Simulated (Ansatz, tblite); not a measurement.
**4CzIPN (C₅₆H₃₂N₆): one state, many levels**

One table from this session's results is given with a row withheld; the runs are named, their logs left out.

Computed with Ansatz 0.2.0, Gaussian basis. Level: as each input shows.

The runs, in order: GFN1-xTB, GFN2-xTB, PBE-D4/def2-SVP, r2SCAN-D4/def2-SVP, B3LYP-D4/def2-SVP, PBE0-D4/def2-TZVP, PBE-D4/def2-TZVP, HF/STO-3G, MP2/def2-SVP.

1 further run of the same task is left out (set aside as unsound or not needed).

### The geometry

The singlet was relaxed beforehand with PBE-D4/def2-SVP.

SMILES `N#Cc1c(-n2c3ccccc3c3ccccc32)c(C#N)c(-n2c3ccccc3c3ccccc32)c(-n2c3ccccc3c3ccccc32)c1-n1c2ccccc2c2ccccc21`, 94 atoms, charge 0, spin multiplicity 1.

Bond lengths: N1–C2 1.174 Å, C2–C3 1.430 Å, C3–C4 1.416 Å, C3–C49 1.423 Å, C4–N5 1.402 Å, C4–C18 1.416 Å, N5–C6 1.406 Å, N5–C17 1.406 Å, C6–C7 1.401 Å, C6–C11 1.424 Å, C7–C8 1.401 Å, C7–H63 1.099 Å, C8–C9 1.412 Å, C8–H64 1.100 Å, C9–C10 1.400 Å, C9–H65 1.100 Å, C10–C11 1.406 Å, C10–H66 1.100 Å and more. Angles: N1–C2–C3 178.6°, C2–C3–C4 119.4°, C2–C3–C49 119.8°, C4–C3–C49 120.6°, C3–C4–N5 120.3°, C3–C4–C18 119.4°, N5–C4–C18 120.3°, C4–N5–C6 125.6°, C4–N5–C17 125.6°, C6–N5–C17 108.7°, N5–C6–C7 129.3°, N5–C6–C11 108.6°, C7–C6–C11 122.1°, C6–C7–C8 117.5°, C6–C7–H63 121.5°, C8–C7–H63 121.0°, C7–C8–C9 121.3°, C7–C8–H64 119.1° and more.

PBE0-D4/def2-SVP was run before; its log isn't repeated, and its numbers join the tables.

Set-up of the first run:

Tight binding, by tblite at 300 K electronic temperature and without a spin-polarisation term:

```python
tblite.interface.Calculator('GFN1-xTB', numbers, positions, charge=0, uhf=0).singlepoint()
```

Tight binding, by tblite at 300 K electronic temperature and without a spin-polarisation term:

```python
tblite.interface.Calculator('GFN2-xTB', numbers, positions, charge=0, uhf=0).singlepoint()
```

start.molden holds the orbitals of an earlier run on this state, given as this run's starting guess.

Input file in.yaml:

```yaml
crystal:
  periodic: [false, false, false]
  atoms:
    - {symbol: N, position_ang: [2.737571, 3.646145, -0.756819]}
    - {symbol: C, position_ang: [2.223354, 2.596176, -0.654189]}
    - {symbol: C, position_ang: [1.609470, 1.314911, -0.495483]}
    - {symbol: C, position_ang: [2.423716, 0.158042, -0.427184]}
    - {symbol: N, position_ang: [3.801735, 0.247816, -0.670145]}
    - {symbol: C, position_ang: [4.395679, 0.664100, -1.874629]}
    - {symbol: C, position_ang: [3.788030, 1.028733, -3.083400]}
    - {symbol: C, position_ang: [4.627266, 1.378082, -4.149885]}
    - {symbol: C, position_ang: [6.032452, 1.354598, -4.015933]}
    - {symbol: C, position_ang: [6.630782, 0.970004, -2.809748]}
    - {symbol: C, position_ang: [5.811129, 0.616920, -1.723151]}
    - {symbol: C, position_ang: [6.079078, 0.158608, -0.372675]}
    - {symbol: C, position_ang: [7.257298, -0.063998, 0.361796]}
    - {symbol: C, position_ang: [7.159031, -0.494238, 1.690711]}
    - {symbol: C, position_ang: [5.898315, -0.691639, 2.294585]}
    - {symbol: C, position_ang: [4.709163, -0.474694, 1.585629]}
    - {symbol: C, position_ang: [4.817755, -0.063309, 0.250609]}
    - {symbol: C, position_ang: [1.833969, -1.090316, -0.111309]}
    - {symbol: C, position_ang: [2.621245, -2.280311, -0.199600]}
    - {symbol: N, position_ang: [3.266948, -3.255018, -0.301570]}
    - {symbol: C, position_ang: [0.442322, -1.182452, 0.170184]}
    - {symbol: N, position_ang: [-0.102153, -2.430669, 0.504530]}
    - {symbol: C, position_ang: [-1.235452, -3.024113, -0.083750]}
    - {symbol: C, position_ang: [-1.890254, -2.688474, -1.275184]}
    - {symbol: C, position_ang: [-3.007773, -3.451926, -1.637261]}
    - {symbol: C, position_ang: [-3.440845, -4.538160, -0.846944]}
    - {symbol: C, position_ang: [-2.750177, -4.896889, 0.317378]}
    - {symbol: C, position_ang: [-1.633509, -4.137632, 0.707121]}
    - {symbol: C, position_ang: [-0.697232, -4.231247, 1.810790]}
    - {symbol: C, position_ang: [-0.597009, -5.087780, 2.920296]}
    - {symbol: C, position_ang: [0.425074, -4.875919, 3.853951]}
    - {symbol: C, position_ang: [1.338861, -3.813616, 3.690180]}
    - {symbol: C, position_ang: [1.260303, -2.946419, 2.591065]}
    - {symbol: C, position_ang: [0.242610, -3.173781, 1.654786]}
    - {symbol: C, position_ang: [-0.382476, -0.024897, 0.067345]}
    - {symbol: N, position_ang: [-1.761407, -0.115080, 0.310163]}
    - {symbol: C, position_ang: [-2.358024, -0.576514, 1.497142]}
    - {symbol: C, position_ang: [-1.755586, -0.976026, 2.697116]}
    - {symbol: C, position_ang: [-2.596045, -1.378630, 3.744031]}
    - {symbol: C, position_ang: [-4.000255, -1.361466, 3.605277]}
    - {symbol: C, position_ang: [-4.594827, -0.920613, 2.416208]}
    - {symbol: C, position_ang: [-3.772432, -0.518812, 1.349771]}
    - {symbol: C, position_ang: [-4.040052, 0.007864, 0.026175]}
    - {symbol: C, position_ang: [-5.220034, 0.278941, -0.687415]}
    - {symbol: C, position_ang: [-5.126396, 0.764789, -1.997740]}
    - {symbol: C, position_ang: [-3.867406, 0.955489, -2.605932]}
    - {symbol: C, position_ang: [-2.677146, 0.685141, -1.916970]}
    - {symbol: C, position_ang: [-2.779582, 0.239977, -0.592659]}
    - {symbol: C, position_ang: [0.205317, 1.224872, -0.284117]}
    - {symbol: N, position_ang: [-0.572790, 2.387059, -0.385095]}
    - {symbol: C, position_ang: [-1.503099, 2.846141, 0.566974]}
    - {symbol: C, position_ang: [-1.665268, 2.457433, 1.902463]}
    - {symbol: C, position_ang: [-2.679830, 3.081488, 2.640027]}
    - {symbol: C, position_ang: [-3.489451, 4.086457, 2.068544]}
    - {symbol: C, position_ang: [-3.287329, 4.503463, 0.746953]}
    - {symbol: C, position_ang: [-2.283653, 3.882652, -0.016295]}
    - {symbol: C, position_ang: [-1.798523, 4.069181, -1.370289]}
    - {symbol: C, position_ang: [-2.190577, 4.906871, -2.428236]}
    - {symbol: C, position_ang: [-1.529145, 4.805041, -3.658439]}
    - {symbol: C, position_ang: [-0.488056, 3.870278, -3.839142]}
    - {symbol: C, position_ang: [-0.077880, 3.024629, -2.798508]}
    - {symbol: C, position_ang: [-0.736322, 3.142407, -1.567005]}
    - {symbol: H, position_ang: [2.694929, 1.033619, -3.198795]}
    - {symbol: H, position_ang: [4.178661, 1.673977, -5.109963]}
    - {symbol: H, position_ang: [6.662244, 1.635438, -4.872887]}
    - {symbol: H, position_ang: [7.726275, 0.937614, -2.712543]}
    - {symbol: H, position_ang: [8.240798, 0.104195, -0.101936]}
    - {symbol: H, position_ang: [8.073072, -0.674213, 2.275534]}
    - {symbol: H, position_ang: [5.844484, -1.020428, 3.343179]}
    - {symbol: H, position_ang: [3.730609, -0.615008, 2.066200]}
    - {symbol: H, position_ang: [-1.548083, -1.861398, -1.910084]}
    - {symbol: H, position_ang: [-3.552025, -3.195776, -2.558365]}
    - {symbol: H, position_ang: [-4.322005, -5.117730, -1.159540]}
    - {symbol: H, position_ang: [-3.071880, -5.761023, 0.917578]}
    - {symbol: H, position_ang: [-1.319472, -5.906599, 3.055071]}
    - {symbol: H, position_ang: [0.517132, -5.540930, 4.725251]}
    - {symbol: H, position_ang: [2.136172, -3.662604, 4.433027]}
    - {symbol: H, position_ang: [1.979112, -2.123911, 2.478158]}
    - {symbol: H, position_ang: [-0.666114, -0.976298, 2.828927]}
    - {symbol: H, position_ang: [-2.144149, -1.715451, 4.688888]}
    - {symbol: H, position_ang: [-4.632379, -1.686907, 4.444794]}
    - {symbol: H, position_ang: [-5.689990, -0.882941, 2.316661]}
    - {symbol: H, position_ang: [-6.201868, 0.105901, -0.221837]}
    - {symbol: H, position_ang: [-6.042223, 0.989430, -2.564369]}
    - {symbol: H, position_ang: [-3.810386, 1.326088, -3.640246]}
    - {symbol: H, position_ang: [-1.706920, 0.819746, -2.411767]}
    - {symbol: H, position_ang: [-1.025855, 1.694669, 2.364571]}
    - {symbol: H, position_ang: [-2.841244, 2.779132, 3.685389]}
    - {symbol: H, position_ang: [-4.277344, 4.556994, 2.675077]}
    - {symbol: H, position_ang: [-3.900403, 5.306495, 0.311365]}
    - {symbol: H, position_ang: [-3.012908, 5.624836, -2.290847]}
    - {symbol: H, position_ang: [-1.823673, 5.456977, -4.493972]}
    - {symbol: H, position_ang: [0.021096, 3.804559, -4.812168]}
    - {symbol: H, position_ang: [0.733908, 2.301910, -2.955438]}
basis:
  gaussian: {orbitals: def2-SVP, fitting: {mean_field: def2-universal-jkfit}, initial_orbitals: start.molden}
hamiltonian: {xc: pbe, dispersion: d4}
scf: {omitted_lower_state_checks: [starts]}
output: {forces: true, orbitals: {seedname: orbitals}}
```

Run with:

```sh
ansatz run in.yaml --threads 11 --pin off --events-out ev --progress --plain --max-ram 174080MiB --backend cuda --devices 0, --max-vram 75GiB
```

Steps of the session up to this table: PBE-D4/def2-SVP; r2SCAN-D4/def2-SVP; B3LYP-D4/def2-SVP; PBE0-D4/def2-TZVP; PBE-D4/def2-TZVP; HF/STO-3G; MP2/def2-SVP.

One table of the session follows, with a row left open; its other results are not shown here.

It belongs to the step «Binding energy». 

| level | binding an atom (eV) |
| --- | --- |
| HF/STO-3G | 4.456 |
| HF/def2-SVP | ? |
| PBE-D4/def2-SVP | 5.897 |
| PBE-D4/def2-TZVP | 5.793 |
| r2SCAN-D4/def2-SVP | 5.660 |
| B3LYP-D4/def2-SVP | 5.632 |
| PBE0-D4/def2-SVP | 5.751 |
| PBE0-D4/def2-TZVP | 5.646 |
| MP2/def2-SVP | 5.511 |

**Question.** Estimate the row for HF/def2-SVP.

**Answer.** binding an atom (eV): 4.053. In the column «binding an atom (eV)» it is the lowest.

Caveats from the session: Free atoms were run apart at each level; binding is atoms less cluster, divided by the number of atoms, without zero-point or spin-orbit terms.
